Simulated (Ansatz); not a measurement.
# TiB on several prototypes: ranking of structure types by relaxed energy

Aim: a ranking of structure types by relaxed energy, for TiB on several prototypes, run from a script.

Program: Ansatz 0.2.0, driven from Python. Level of theory: DFT PBEsol, plane waves, PAW. These are calculated values, not measurements.

## (1) The system

TiB Fm-3m: Symmetry: Fm-3m, No. 225, cubic system. Conventional cell: a = 3.930 Å, b = 3.930 Å, c = 3.930 Å, α = 90.00°, β = 90.00°, γ = 90.00°. Ti (site symmetry m-3m) has 6 B at 1.97 Å as nearest neighbours. Around B (site symmetry m-3m) lie 6 Ti at 1.97 Å.

TiB P4/mmm: Symmetry: P4/mmm, No. 123, tetragonal system. The conventional cell has a = 2.240 Å, b = 2.240 Å, c = 3.024 Å, α = 90.00°, β = 90.00°, γ = 90.00°. Around Ti (site symmetry 4/mmm) lie 8 B at 2.19 Å and 4 Ti at 2.24 Å. B (site symmetry 4/mmm) is surrounded by 8 Ti at 2.19 Å and 4 B at 2.24 Å.

TiB F-43m: The structure is cubic, space group F-43m (No. 216). Conventional cell: a = 4.200 Å, b = 4.200 Å, c = 4.200 Å, α = 90.00°, β = 90.00°, γ = 90.00°. Ti (site symmetry -43m) is surrounded by 4 B at 1.82 Å. B (site symmetry -43m) is surrounded by 4 Ti at 1.82 Å.

No structure file is read: the coordinates are typed or built in the script.

## (2) Script

run_prototypes.py reads:

```python
# -*- coding: utf-8 -*-
"""TiB on common prototypes, each relaxed."""

import warnings

import ansatz as az
import numpy as np
import spglib

XC = "pbesol"
BETA = 0.2
CUTOFF_EV = 460
KSPACING = 0.39
OCCUPATIONS = "gaussian"
SMEARING_WIDTH = 0.1


def rocksalt(first, second, a):
    return (
        az.Lattice.fcc(a)
        .space_group(225)
        .atom(first, (0, 0, 0))
        .atom(second, (0.5, 0.5, 0.5))
        .primitive()
    )


def cuau(a_site, b_site, a):
    return (
        az.Lattice.from_parameters(a, a, 1.35 * a, alpha=90, beta=90, gamma=90)
        .space_group(123)
        .atom(a_site, (0, 0, 0))
        .atom(b_site, (0.5, 0.5, 0.5))
    )


def zincblende(A, B, a):
    return (
        az.Lattice.fcc(a)
        .space_group(216)
        .atom(A, (0, 0, 0))
        .atom(B, (0.25, 0.25, 0.25))
        .primitive()
    )


def ground_state(name, crystal):
    calc = (
        crystal.calculation()
        .functional(XC)
        .mixing("anderson", beta=BETA)
        .initial_density(normalization="cell")
        .basis(CUTOFF_EV)
        .kpoints(spacing=KSPACING)
        .occupations(OCCUPATIONS, width=SMEARING_WIDTH)
        .stress()  # positive in compression
        .band_table()  # levels at the mesh points
    )
    calc = calc.relax(force_tolerance=0.01, cell=True)
    return calc.run(threads=1, pin="off")


def space_group(outcome):
    sites = outcome.report["lattice"]["sites"]
    kinds = sorted({site["symbol"] for site in sites})
    cell = (outcome.lattice.cell_ang, [site["position_frac"] for site in sites], [kinds.index(site["symbol"]) for site in sites])
    return spglib.get_spacegroup(cell, symprec=0.01)


def pressure_gpa(outcome):
    return float(np.trace(outcome.report["stress_gpa"]) / 3)


def volume_per_atom(outcome):
    return abs(np.linalg.det(outcome.lattice.cell_ang)) / len(outcome.lattice.sites)

# starting lattice constants are rough guesses; the relaxation finds the rest
warnings.simplefilter("ignore", az.DeckWarning)

phases = {}
phases["rocksalt"] = rocksalt("Ti", "B", 3.93)
phases["CuAu"] = cuau("Ti", "B", 2.24)
phases["zincblende"] = zincblende("Ti", "B", 4.2)

done = {}
for name, crystal in phases.items():
    try:
        done[name] = ground_state(name, crystal)
    except az.NonConvergedError as error:
        print(name, "did not converge:", str(error)[:120])

energy = {name: o.report["energy_sigma0_ev"] / len(o.lattice.sites) for name, o in done.items()}
lowest = min(energy.values())
rows = [(name, len(o.lattice.sites), 1000 * (energy[name] - lowest), space_group(o), pressure_gpa(o), volume_per_atom(o)) for name, o in done.items()]
rows.sort(key=lambda row: row[2])
print("| phase | atoms | dE (meV/atom) | space group | P (GPa) | V (A^3/atom) |")
print("| --- | --- | --- | --- | --- | --- |")
for row in rows:
    print(f"| {row[0]} | {row[1]:d} | {row[2]:.1f} | {row[3]} | {row[4]:.2f} | {row[5]:.3f} |")
```

## (3) The calls as engine input

The engine receives this input (first run):

```yaml
crystal:
  lattice:
    bravais: fcc
    a: 3.93
  space_group: 225
  atoms:
    - { symbol: Ti, position: [0.0, 0.0, 0.0] }
    - { symbol: B, position: [0.5, 0.5, 0.5] }
  reduce_to_primitive: true
basis:
  ecutwfc: 460.0
kpoints:
  mp_grid:
    kspacing: 0.39
hamiltonian:
  xc: pbesol
scf:
  mixing:
    algorithm: anderson
    beta: 0.2
  occupations:
    method: gaussian
    width: 0.1
  initial_density:
    normalization: cell
relax:
  f_tol: 0.01
  cell: {}
output:
  stress: true
  eigenvalues: true
```

## (4) The run

Command:

```console
$ python run_prototypes.py
```

The log of the run:

```text
| phase | atoms | dE (meV/atom) | space group | P (GPa) | V (A^3/atom) |
| --- | --- | --- | --- | --- | --- |
| rocksalt | 2 | 0.0 | Fm-3m (225) | 0.00 | 11.312 |
| CuAu | 2 | 142.4 | P4/mmm (123) | 0.01 | 10.336 |
| zincblende | 2 | 1116.9 | F-43m (216) | 0.00 | 14.773 |
```

It took 33 s on 1 thread of Arm Neoverse V1, shared host; peak memory 0.38 GiB.

## (5) Inputs of later runs

The engine's inputs for the other runs:

Run 2, against run 1:

```diff
@@ -3,3 +3,7 @@
-    bravais: fcc
-    a: 3.93
-  space_group: 225
+    a: 2.24
+    b: 2.24
+    c: 3.0240000000000005
+    alpha: 90.0
+    beta: 90.0
+    gamma: 90.0
+  space_group: 123
@@ -9 +12,0 @@
-  reduce_to_primitive: true
```

Run 3, against run 1:

```diff
@@ -4,2 +4,2 @@
-    a: 3.93
-  space_group: 225
+    a: 4.2
+  space_group: 216
@@ -8 +8 @@
-    - { symbol: B, position: [0.5, 0.5, 0.5] }
+    - { symbol: B, position: [0.25, 0.25, 0.25] }
```

## (6) The engine's runs

The 3 runs, in the order started:

| run | space group at the end | energy from run 1 (meV/atom) | final volume (Å³/atom) | pressure (GPa) | SCF cycles in all | CPU time (s) |
| --- | --- | --- | --- | --- | --- | --- |
| 1 | Fm-3m | 0.00 | 11.31 | 0.00 | 64 | 7.7 |
| 2 | P4/mmm | 142.40 | 10.34 | 0.01 | 70 | 13 |
| 3 | F-43m | 1116.94 | 14.77 | 0.00 | 71 | 11 |

Energies are extrapolated to zero smearing width, as in the script. 

## (7) The relaxation of run 1, step by step

Relaxation path:

| step | energy from step 1 (eV/cell) | largest force component (eV/Å) | pressure (GPa) | volume (Å³) |
| --- | --- | --- | --- | --- |
| 1 | 0.0000 | 0.0000 | 157.02 | 15.17 |
| 2 | -1.6470 | 0.0000 | 77.25 | 17.50 |
| 3 | -2.4474 | 0.0000 | 27.56 | 20.07 |
| 4 | -2.6344 | 0.0000 | -3.05 | 22.85 |
| 5 | -2.6379 | 0.0000 | 0.10 | 22.48 |
| 6 | -2.6379 | 0.0000 | 0.00 | 22.49 |
| 7 | -2.6542 | 0.0000 | 1.12 | 22.49 |
| 8 | -2.6547 | 0.0000 | 0.08 | 22.61 |
| 9 | -2.6547 | 0.0000 | 0.01 | 22.62 |
| 10 | -2.6547 | 0.0000 | 0.00 | 22.62 |

Step 1 is the start. Steps 7, 10 each repeat the geometry before them on a plane-wave basis chosen anew, so the energy can jump there without any move.

Lengths and angles in the start's conventional setting:

|  | before | after | change |
| --- | --- | --- | --- |
| a (Å) | 3.930 | 4.490 | +14.2 % |
| b (Å) | 3.930 | 4.490 | +14.2 % |
| c (Å) | 3.930 | 4.490 | +14.2 % |
| volume (Å³/atom) | 7.59 | 11.31 | +49.1 % |
| shortest distance (Å) | 1.965 | 2.245 | +14.2 % |
| space group (0.01 Å) | Fm-3m | Fm-3m | same |

Forces and stress were held to the start's 48 operations: a distortion of lower symmetry was not tested.

## (8) How the relaxation of run 2 went

Relaxation path:

| step | E - E(step 1) (eV/cell) | largest force component (eV/Å) | pressure (GPa) | volume (Å³) |
| --- | --- | --- | --- | --- |
| 1 | 0.0000 | 0.0000 | 110.66 | 15.17 |
| 2 | -1.0489 | 0.0000 | 48.47 | 17.35 |
| 3 | -1.4455 | 0.0000 | 14.37 | 19.35 |
| 4 | -1.4972 | 0.0000 | -4.10 | 21.04 |
| 5 | -1.5050 | 0.0000 | -0.19 | 20.62 |
| 6 | -1.5054 | 0.0000 | -0.04 | 20.61 |
| 7 | -1.5054 | 0.0000 | 0.00 | 20.61 |
| 8 | -1.5139 | 0.0000 | 0.61 | 20.61 |
| 9 | -1.5141 | 0.0000 | 0.01 | 20.67 |
| 10 | -1.5141 | 0.0000 | 0.01 | 20.67 |

Step 1 is the start. Steps 8, 10 each repeat the geometry before them on a plane-wave basis chosen anew, so the energy can jump there without any move.

|  | before | after | change |
| --- | --- | --- | --- |
| a (Å) | 2.240 | 2.540 | +13.4 % |
| b (Å) | 2.240 | 2.540 | +13.4 % |
| c (Å) | 3.024 | 3.203 | +5.9 % |
| volume (Å³/atom) | 7.59 | 10.34 | +36.2 % |
| shortest distance (Å) | 2.190 | 2.407 | +9.9 % |
| space group (0.01 Å) | P4/mmm | P4/mmm | same |

The run keeps the 16 symmetry operations of the start, so it could not have lowered the symmetry.

## (9) Summary of results

| quantity | value |
| --- | --- |
| runs compared | 3 |
| lowest | run 1 (Fm-3m) |
| next above it by | 142.4 meV/atom |

**Reading.** By space group at the end of each run: Fm-3m (+0 meV an atom, 11.3 Å³), P4/mmm (+142 meV an atom, 10.3 Å³) and F-43m (+1117 meV an atom, 14.8 Å³). In run 1, the volume grew by 49.1 % over 7 moves, and the space group stayed Fm-3m. In run 2, over 7 moves the cell grew by 36.2 % in volume, and the space group stayed P4/mmm. What to keep in mind:
- The run is spin-unpolarised.
- Pressure is positive in compression.
- The cells are built on prototypes, so they need not be phases found in nature. Rows bear the name of their start, and a relaxation keeps or raises the symmetry. Differences under about 40 meV an atom lie within the error of mesh and functional.
